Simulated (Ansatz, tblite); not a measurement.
# Ge20H28 off sphere (Ge₂₀H₂₈): one state, many levels

One table from this session's results is given with a row withheld; the runs are named, their logs left out.

The runs use Ansatz 0.2.0, Gaussian basis; as each input shows.

Levels to be run: GFN1-xTB, GFN2-xTB, PBE-D4/def2-TZVP, r2SCAN-D4/def2-TZVP, revPBE-D4/def2-TZVP, PBE-D4/def2-SVP, PBE0-D4/def2-SVP, HF/STO-3G, HF/6-31G, B3LYP-D4/6-31G, MP2/def2-SVP, RPA/def2-SVP.

1 further run of the same task is left out (set aside as unsound or not needed).

## The geometry

The singlet was relaxed beforehand with PBE-D4/def2-SVP.

48 atoms, charge 0, spin multiplicity 1.

Bond lengths: Ge1–Ge12 2.449 Å, Ge1–Ge13 2.445 Å, Ge1–H21 1.558 Å, Ge1–H22 1.557 Å, Ge2–Ge11 2.446 Å, Ge2–Ge15 2.445 Å, Ge2–H23 1.559 Å, Ge2–H24 1.555 Å, Ge3–Ge14 2.449 Å, Ge3–Ge16 2.448 Å, Ge3–H25 1.560 Å, Ge3–H26 1.557 Å, Ge4–Ge12 2.450 Å, Ge4–Ge17 2.449 Å, Ge4–Ge18 2.448 Å, Ge4–H27 1.562 Å, Ge5–Ge14 2.454 Å, Ge5–Ge17 2.450 Å and more. Angles: Ge12–Ge1–Ge13 112.0°, Ge12–Ge1–H21 109.9°, Ge12–Ge1–H22 108.7°, Ge13–Ge1–H21 109.6°, Ge13–Ge1–H22 108.9°, H21–Ge1–H22 107.7°, Ge11–Ge2–Ge15 112.6°, Ge11–Ge2–H23 109.4°, Ge11–Ge2–H24 108.8°, Ge15–Ge2–H23 109.4°, Ge15–Ge2–H24 109.1°, H23–Ge2–H24 107.6°, Ge14–Ge3–Ge16 109.2°, Ge14–Ge3–H25 108.8°, Ge14–Ge3–H26 111.0°, Ge16–Ge3–H25 108.9°, Ge16–Ge3–H26 111.1°, H25–Ge3–H26 107.8° and more.

PBE0-D4/def2-TZVP was run before; its log isn't repeated, and its numbers join the tables.

The first run:

Tight binding, by tblite at 300 K electronic temperature and without a spin-polarisation term:

```python
tblite.interface.Calculator('GFN1-xTB', numbers, positions, charge=0, uhf=0).singlepoint()
```

Tight binding, by tblite at 300 K electronic temperature and without a spin-polarisation term:

```python
tblite.interface.Calculator('GFN2-xTB', numbers, positions, charge=0, uhf=0).singlepoint()
```

start.molden holds the orbitals of an earlier run on this state, given as this run's starting guess.

File in.yaml:

```yaml
crystal:
  periodic: [false, false, false]
  atoms:
    - {symbol: Ge, position_ang: [-4.056204, 2.014881, -0.279564]}
    - {symbol: Ge, position_ang: [-1.413284, -3.309043, 2.860659]}
    - {symbol: Ge, position_ang: [1.748192, -3.567604, -0.360173]}
    - {symbol: Ge, position_ang: [-1.125278, 2.165777, -3.098951]}
    - {symbol: Ge, position_ang: [1.665918, -0.688812, -3.102903]}
    - {symbol: Ge, position_ang: [-1.129792, -0.711664, -0.282695]}
    - {symbol: Ge, position_ang: [-1.200086, 1.974936, 2.618143]}
    - {symbol: Ge, position_ang: [1.699033, -0.727717, 2.528334]}
    - {symbol: Ge, position_ang: [1.695575, 2.138317, -0.275051]}
    - {symbol: Ge, position_ang: [4.520167, -0.743075, -0.274816]}
    - {symbol: Ge, position_ang: [-2.617688, -1.974212, 1.202116]}
    - {symbol: Ge, position_ang: [-2.529273, 0.727832, -1.697533]}
    - {symbol: Ge, position_ang: [-2.859438, 3.309721, 1.414754]}
    - {symbol: Ge, position_ang: [0.273678, -2.138631, -1.695406]}
    - {symbol: Ge, position_ang: [0.281937, -2.014408, 4.056366]}
    - {symbol: Ge, position_ang: [3.099349, -2.166040, 1.123633]}
    - {symbol: Ge, position_ang: [0.271966, 0.742351, -4.520486]}
    - {symbol: Ge, position_ang: [0.359549, 3.567320, -1.748865]}
    - {symbol: Ge, position_ang: [3.101911, 0.688140, -1.668060]}
    - {symbol: Ge, position_ang: [0.283482, 0.711744, 1.129489]}
    - {symbol: H, position_ang: [-4.916552, 2.971091, -1.158371]}
    - {symbol: H, position_ang: [-5.026454, 1.027355, 0.432594]}
    - {symbol: H, position_ang: [-2.429160, -3.900641, 3.884203]}
    - {symbol: H, position_ang: [-0.725938, -4.502236, 2.138883]}
    - {symbol: H, position_ang: [2.697719, -4.346757, -1.321257]}
    - {symbol: H, position_ang: [0.927669, -4.613230, 0.450867]}
    - {symbol: H, position_ang: [-2.032638, 3.072953, -3.989889]}
    - {symbol: H, position_ang: [2.581717, -1.587892, -3.994968]}
    - {symbol: H, position_ang: [-1.947223, 0.945303, 3.517500]}
    - {symbol: H, position_ang: [-0.354357, 2.885367, 3.557737]}
    - {symbol: H, position_ang: [2.645062, 0.186026, 3.373419]}
    - {symbol: H, position_ang: [2.608339, 3.011162, 0.644556]}
    - {symbol: H, position_ang: [5.424338, -1.625901, -1.186890]}
    - {symbol: H, position_ang: [5.448006, 0.132886, 0.617883]}
    - {symbol: H, position_ang: [-3.558273, -2.884353, 0.357176]}
    - {symbol: H, position_ang: [-3.516077, -0.944354, 1.950103]}
    - {symbol: H, position_ang: [-3.375115, -0.185965, -2.642837]}
    - {symbol: H, position_ang: [-3.882350, 3.901122, 2.431354]}
    - {symbol: H, position_ang: [-2.138327, 4.503035, 0.726958]}
    - {symbol: H, position_ang: [-0.646600, -3.011458, -2.607511]}
    - {symbol: H, position_ang: [1.161198, -2.970633, 4.916273]}
    - {symbol: H, position_ang: [-0.429663, -1.026790, 5.026967]}
    - {symbol: H, position_ang: [3.990796, -3.073237, 2.030468]}
    - {symbol: H, position_ang: [-0.621714, -0.133749, -5.447257]}
    - {symbol: H, position_ang: [1.183408, 1.624732, -5.425711]}
    - {symbol: H, position_ang: [1.319939, 4.346705, -2.698955]}
    - {symbol: H, position_ang: [-0.451103, 4.612802, -0.927703]}
    - {symbol: H, position_ang: [3.993638, 1.586814, -2.584583]}
basis:
  gaussian: {orbitals: def2-TZVP, fitting: {mean_field: def2-universal-jkfit}, initial_orbitals: start.molden}
hamiltonian: {xc: pbe, dispersion: d4}
scf: {omitted_lower_state_checks: [starts]}
output: {forces: true, orbitals: {seedname: orbitals}}
```

On the command line:

```bash
$ ansatz run in.yaml --threads 11 --pin off --events-out ev --progress --plain --max-ram 174080MiB --backend cuda --devices 0, --max-vram 75GiB
```

Steps of the session up to this table: PBE-D4/def2-TZVP; r2SCAN-D4/def2-TZVP; revPBE-D4/def2-TZVP; PBE-D4/def2-SVP; PBE0-D4/def2-SVP; HF/STO-3G; HF/6-31G; B3LYP-D4/6-31G; MP2/def2-SVP; RPA/def2-SVP.

One of the session's tables, all rows but one given; the rest of the session is left out.

It belongs to the step «Binding energy». 

| level | binding an atom (eV) |
| --- | --- |
| HF/STO-3G | 3.787 |
| HF/6-31G | 1.899 |
| HF/def2-SVP | 2.042 |
| PBE-D4/def2-SVP | 2.908 |
| PBE-D4/def2-TZVP | 2.908 |
| revPBE-D4/def2-TZVP | 2.837 |
| r2SCAN-D4/def2-TZVP | 2.946 |
| B3LYP-D4/6-31G | 2.838 |
| PBE0-D4/def2-SVP | 2.910 |
| PBE0-D4/def2-TZVP | ? |
| MP2/def2-SVP | 2.729 |

**Question.** Estimate the row for PBE0-D4/def2-TZVP.

**Answer.** binding an atom (eV): 2.909. In the column «binding an atom (eV)» it lies between PBE-D4/def2-TZVP (2.908) and PBE0-D4/def2-SVP (2.910).

Caveats from the session: Free atoms were run apart at each level; binding is atoms less cluster, divided by the number of atoms, without zero-point or spin-orbit terms.
